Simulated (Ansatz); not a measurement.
Predict the output of the script below (Ansatz 0.2.0, Python API).

The script, `h5no2si_opt.py`:
```python
"""Relax the H5NO2Si molecule."""

import itertools
import warnings

import ansatz
from ase.data import atomic_numbers, covalent_radii
import numpy as np


def main() -> None:
    warnings.simplefilter("ignore", ansatz.DeckWarning)

    mol = (
        ansatz.Crystal.molecule()
        .atom("N", [-1.1541, 0.1419, -0.0451])
        .atom("Si", [0.4677, 0.2768, -0.113])
        .atom("O", [0.8626, -0.8913, -1.1856])
        .atom("O", [0.9805, -0.1227, 1.4069])
        .atom("H", [-1.555, 1.048, 0.318])
        .atom("H", [-1.5356, 0.1904, -1.0197])
        .atom("H", [0.9103, 1.6311, -0.515])
        .atom("H", [0.9118, -1.7727, -0.815])
        .atom("H", [0.2003, -0.5478, 1.9513])
    )

    setup = (
        mol.calculation()
        .basis(gaussian="cc-pVDZ")
        .functional("pbe0")
    )
    symbols = [site.symbol for site in mol.cartesian_sites]
    start = np.array([site.position_ang for site in mol.cartesian_sites], dtype=float)
    def progress(event):
        if event["event"] == "relax_step":
            row = event["data"]
            print(f"step {row['step']:3d}  E = {row['lagrangian_ev']:.6f} eV  largest force component {row['allowed_force_max_ev_ang']:.4f} eV/A")


    summary = setup.relax(force_tolerance=0.01).session().plan().execute(on_event=progress).report
    end = np.array(summary["positions_ang"])

    print("reference energy %16.6f eV" % summary["reference_energy_ev"])
    print("total energy     %16.6f eV" % summary["free_energy_ev"])
    print("occupied orbitals outside the frozen core (up, down):", summary["n_occupied"], " frozen:", summary["n_frozen"], " virtual:", summary["n_virtual"])

    # pairs closer than 1.2 times the sum of covalent radii, before or after
    radius = [covalent_radii[atomic_numbers[s]] for s in symbols]
    span = lambda where, i, j: np.linalg.norm(where[i] - where[j])
    bonded = [(i, j) for i, j in itertools.combinations(range(len(symbols)), 2) if min(span(start, i, j), span(end, i, j)) < 1.2 * (radius[i] + radius[j])]
    print("pair        before    after (A)")
    for i, j in bonded:
        print(f"{symbols[i]}{i}-{symbols[j]}{j}".ljust(10), f"{span(start, i, j):8.4f} {span(end, i, j):8.4f}")


if __name__ == "__main__":
    main()
```

```console
$ python h5no2si_opt.py
step   1  E = -13536.091923 eV  largest force component 5.5098 eV/A
step   2  E = -13536.680334 eV  largest force component 2.1684 eV/A
step   3  E = -13536.644354 eV  largest force component 0.8965 eV/A
step   4  E = -13536.806623 eV  largest force component 0.2516 eV/A
step   5  E = -13536.815905 eV  largest force component 0.2532 eV/A
step   6  E = -13536.828779 eV  largest force component 0.2330 eV/A
step   7  E = -13536.835015 eV  largest force component 0.0901 eV/A
step   8  E = -13536.837570 eV  largest force component 0.0433 eV/A
step   9  E = -13536.837908 eV  largest force component 0.0042 eV/A
reference energy    -13536.837932 eV
total energy        -13536.837932 eV
occupied orbitals outside the frozen core (up, down): [21, 21]  frozen: 0  virtual: [64, 64]
pair        before    after (A)
N0-Si1       1.6288   1.7418
N0-H4        1.0553   1.0173
N0-H5        1.0477   1.0173
Si1-O2       1.6343   1.6767
Si1-O3       1.6531   1.6768
Si1-H6       1.4804   1.4859
O2-H7        0.9574   0.9646
O3-H8        1.0420   0.9647
```

Notes:
- These settings explore the input space; basis and method may be short of convergence.
- The end point is the stationary point reached from this start; no frequency run checks that it is a minimum, and the basis set is modest.
- Run time: 43 s on 1 thread of Intel(R) Xeon(R) Platinum 8375C CPU @ 2.90GHz (Ice Lake), on a shared host, peak memory 0.25 GiB.

(Lines on the test bed's own set-up are left out of the output.)
